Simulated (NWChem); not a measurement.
**BPH4Br− (SMILES P[BH2-]Br) at 5 levels**

We compute a comparison of 5 runs (HF/STO-3G, HF/3-21G, PBE/3-21G, B3LYP/6-31G*) of BPH4Br−. 

The results are computed with NWChem 7.3.0.

### 1 Starting point

BPH4Br− has 7 atoms, charge -1, and is taken as a singlet. As SMILES, `P[BH2-]Br`. The shape is that of a GFN2-xTB optimisation. This is one conformer, not always the lowest.

Bond lengths: P1–B2 1.976 Å, B2–Br3 2.007 Å, P1–H4 1.386 Å, P1–H5 1.387 Å, B2–H6 1.202 Å, B2–H7 1.205 Å. Angles: P1–B2–Br3 106.6°, P1–B2–H6 110.9°, P1–B2–H7 108.4°, Br3–B2–H6 108.8°, Br3–B2–H7 108.4°, B2–P1–H4 98.5°, B2–P1–H5 98.0°, H6–B2–H7 113.4°, H4–P1–H5 91.2°.

### 2 Energy and gradient at HF/STO-3G (run 1)

File bbrh4p.xyz:

```xyz
7
BBrH4P
P     -1.273600     0.156240    -0.126780
B      0.632640     0.055200     0.382060
Br     0.864400    -1.657510     1.401700
H     -1.257820    -0.763570    -1.163320
H     -1.179310     1.211000    -1.021850
H      1.335650     0.023910    -0.592680
H      0.878040     0.974730     1.120870
```

File run.py:

```python
from ase.io import read
from ase.calculators.nwchem import NWChem

mol = read('bbrh4p.xyz')

calc = NWChem(
    label='bbrh4p',
    theory='scf',
    memory='2200 mb',
    basis='STO-3G',
    basispar='spherical bse',
    charge=-1,
    scf={'nopen': '0', 'rhf': None, 'thresh': '1e-08', 'maxiter': '80'},
)
mol.calc = calc

forces = mol.get_forces()
print(f"energy = {mol.get_potential_energy():.6f} eV")
print("forces (eV/A):")
for s, f in zip(mol.symbols, forces):
    print(f"{s:2s} {f[0]:10.5f} {f[1]:10.5f} {f[2]:10.5f}")
print("dipole (e A):", mol.get_dipole_moment().round(4))
```

The run is started by

```
export ASE_NWCHEM_COMMAND="nwchem PREFIX.nwi > PREFIX.nwo"
python run.py
```

The log of the run:

```text
energy = -79137.233406 eV
forces (eV/A):
P     0.45329    0.15565   -0.26436
B    -0.23613    1.07848   -0.48913
Br    0.35481   -0.58714    0.38695
H    -0.02787   -0.04016    0.12526
H    -0.01332    0.06582    0.10171
H    -0.50460    0.17144    1.00222
H    -0.02628   -0.84420   -0.86266
dipole (e A): [-0.3176  0.5053 -0.6318]
```

The calculator wrote bbrh4p.nwi:

```
title "bbrh4p"

permanent_dir bbrh4p

scratch_dir bbrh4p

start bbrh4p

geometry units angstrom nocenter noautosym noautoz
  P  -1.2736000000000001e+00 1.5623999999999999e-01 -1.2678000000000000e-01
  B  6.3263999999999998e-01 5.5199999999999999e-02 3.8206000000000001e-01
  Br 8.6439999999999995e-01 -1.6575100000000000e+00 1.4016999999999999e+00
  H  -1.2578199999999999e+00 -7.6356999999999997e-01 -1.1633199999999999e+00
  H  -1.1793100000000001e+00 1.2110000000000001e+00 -1.0218499999999999e+00
  H  1.3356500000000000e+00 2.3910000000000001e-02 -5.9267999999999998e-01
  H  8.7804000000000004e-01 9.7472999999999999e-01 1.1208700000000000e+00
end

charge -1

memory 2200 mb

basis spherical bse noprint
   * library STO-3G
end

scf
  nopen 0
  rhf
  thresh 1e-08
  maxiter 80
end

task scf gradient
```

bbrh4p.nwo:

```text
Northwest Computational Chemistry Package (NWChem) 7.3.0
             --------------------------------------------------------

           Job information
           ---------------

    nwchem branch   = 7.3.0
    use scalapack   = T
    input           = bbrh4p.nwi
    prefix          = bbrh4p.
    data base       = bbrh4p/bbrh4p.db
    status          = startup
    nproc           =        1

           Memory information
           ------------------

[... 5 lines left out ...]
    hardfail = no
[... 139 lines left out ...]
         Quadratically convergent ROHF
[... 14 lines left out ...]
       Final RHF  results
[... 4 lines left out ...]
      Two-electron energy =   1376.371293608678
[... 45 lines left out ...]
                       ROHF Final Molecular Orbital Analysis
[... 188 lines left out ...]
                 ----------------------------------------
                 |  Time  |  1-e(secs)   |  2-e(secs)   |
                 ----------------------------------------
                 |  CPU   |       0.00   |       0.59   |
                 ----------------------------------------
                 |  WALL  |       0.00   |       0.59   |
                 ----------------------------------------

 Task  times  cpu:        1.9s     wall:        1.9s
 Total times  cpu:        1.9s     wall:        1.9s
```

It took 2.6 s on 1 thread of AMD EPYC 9R45 (Zen 5), shared host; peak memory 0.1 GiB.

### 3 Energy and forces at HF/3-21G (run 2)

File geom.xyz:

```xyz
7
BBrH4P
P     -1.273600     0.156240    -0.126780
B      0.632640     0.055200     0.382060
Br     0.864400    -1.657510     1.401700
H     -1.257820    -0.763570    -1.163320
H     -1.179310     1.211000    -1.021850
H      1.335650     0.023910    -0.592680
H      0.878040     0.974730     1.120870
```

File geom.nw:

```
start geom
title "BBrH4P"
memory stack 880 mb heap 220 mb global 1100 mb
charge -1
geometry noautosym nocenter noautoz
  load format xyz geom.xyz
end
basis spherical bse
  * library 3-21G
end
scf
  singlet
  rhf
  thresh 1e-08
  maxiter 80
end
task scf gradient
```

The run is started by

```
nwchem geom.nw > geom.out
```

The log of the run:

```text
[...]
  functions       =    52
[...]
  wavefunction    = RHF
[...]
         Total SCF energy =  -2925.951872540761
      One-electron energy =  -4491.988316392778
      Two-electron energy =   1363.944003199874
 Nuclear repulsion energy =    202.092440652144
        Time for solution =      1.3s
[...]
                         RHF ENERGY GRADIENTS
    atom               coordinates                        gradient
                 x          y          z           x          y          z
   1 P      -2.406755   0.295251  -0.239579    0.014775  -0.001278  -0.015264
   2 B       1.195516   0.104313   0.721989   -0.009239  -0.032918   0.010869
   3 Br      1.633479  -3.132240   2.648829   -0.009072   0.038725  -0.022929
   4 H      -2.376935  -1.442938  -2.198356    0.003408   0.018438   0.013726
   5 H      -2.228573   2.288458  -1.931017    0.001598  -0.021652   0.012465
   6 H       2.524013   0.045183  -1.120003   -0.000429  -0.000701  -0.000345
   7 H       1.659255   1.841973   2.118137   -0.001041  -0.000615   0.001479
[...]
```

Run time: 2.6 s. Hardware: 1 thread of AMD EPYC 9R45 (Zen 5), shared host; peak memory 0.1 GiB.

Runs 3 to 4 aren't shown in full; the table further down has their settings and results.

### 4 Energy and forces at B3LYP/6-31G(d) (Cartesian functions) (run 5)

File bbrh4p.nw:

```
start bbrh4p
memory 2200 mb
charge -1
geometry units angstrom noautosym nocenter noautoz
P     -1.273600     0.156240    -0.126780
B      0.632640     0.055200     0.382060
Br     0.864400    -1.657510     1.401700
H     -1.257820    -0.763570    -1.163320
H     -1.179310     1.211000    -1.021850
H      1.335650     0.023910    -0.592680
H      0.878040     0.974730     1.120870
end
basis
P library 6-31G*
B library 6-31G*
Br library 6-31G*
H library 6-31G*
end
dft
xc b3lyp
grid xfine
convergence energy 1e-08
iterations 100
mulliken
end
task dft gradient
```

The run is started by

```
nwchem bbrh4p.nw > bbrh4p.out
```

The log of the run:

```text
[...]
          Wavefunction type:  closed shell.
          No. of atoms     :     7
          No. of electrons :    60
[...]
          Charge           :    -1
          Spin multiplicity:     1
[...]
          AO basis - number of functions:    77
[...]
              XC Information
              --------------
                         B3LYP Method XC Potential
                     Hartree-Fock (Exact) Exchange  0.200
                        Slater Exchange Functional  0.800 local
                    Becke 1988 Exchange Functional  0.720 non-local
              Lee-Yang-Parr Correlation Functional  0.810
                  VWN I RPA Correlation Functional  0.190 local
[...]
 d= 0,ls=0.0,diis     1  -2942.2659902766 -3.14D+03  3.56D-02  8.38D+00     1.8
[...]
 d= 0,ls=0.0,diis     8  -2942.5765992035 -9.87D-09  5.84D-06  1.01D-07    10.8
         Total DFT energy =    -2942.576599203479
      One electron energy =    -4504.993496544141
           Coulomb energy =     1480.727549681654
    Exchange-Corr. energy =     -120.403092993136
 Nuclear repulsion energy =      202.092440652144
[...]
      Total Density - Mulliken Population Analysis
     ---------------------------------------------
    Atom       Charge   Shell Charges
 -----------   ------   -------------------------------------------------------
    1 P   15    15.24   2.00  1.99  5.97  1.24  2.41  0.53  1.04  0.06
    2 B    5     5.03   1.99  0.53  1.53  0.35  0.55  0.08
    3 Br  35    35.45   2.00  1.99  6.00  1.93  5.99  1.60  3.84  0.41  1.64  7.02  2.94  0.11
    4 H    1     1.03   0.52  0.50
    5 H    1     1.05   0.52  0.52
    6 H    1     1.10   0.52  0.58
    7 H    1     1.10   0.52  0.58
[...]
  wavefunction    = closed shell
[...]
```

Run time: 17 s. Hardware: 1 thread of AMD EPYC 9R45 (Zen 5), shared host; peak memory 0.14 GiB.

### 5 The series

```csv
run,level,iteration cap,module,energy (Eh),HOMO energy (eV),LUMO energy (eV),HOMO–LUMO gap (eV),wall time
1,HF/STO-3G,80,scf,-2908.239710,-0.60,18.60,19.21,2.6 s
2,HF/3-21G,80,scf,-2925.951873,-4.02,10.21,14.24,2.6 s
3,PBE/3-21G,100,dft,-2927.939446,–,–,–,6.6 s
4,B3LYP/6-31G* (spherical functions),100,dft,-2942.565022,-1.16,6.11,7.27,17 s
5,B3LYP/6-31G* (Cartesian functions),100,dft,-2942.576599,-1.16,6.11,7.27,17 s
```

### 6 What came out

| quantity | value |
| --- | --- |
| run 5: total energy | -2942.57660 Eh |
| run 5: HOMO energy | -1.16 eV |
| run 5: LUMO energy | 6.11 eV |
| run 5: HOMO–LUMO gap (to an unbound level, set by the basis) | 7.27 eV |
| run 5: largest force on an atom | 1.550 eV/Å |

Over runs 1, 2, 4, 5 the HOMO–LUMO gap runs from 7.27 eV (B3LYP/6-31G*) to 19.21 eV (HF/STO-3G). The two ends differ in method and basis. The empty levels of an anion lie above zero and hang on the basis. Totals of different functionals can't be ranked against each other. In run 1 the basis is minimal, so the values are rough. All runs together took 46 s, the longest 17 s.
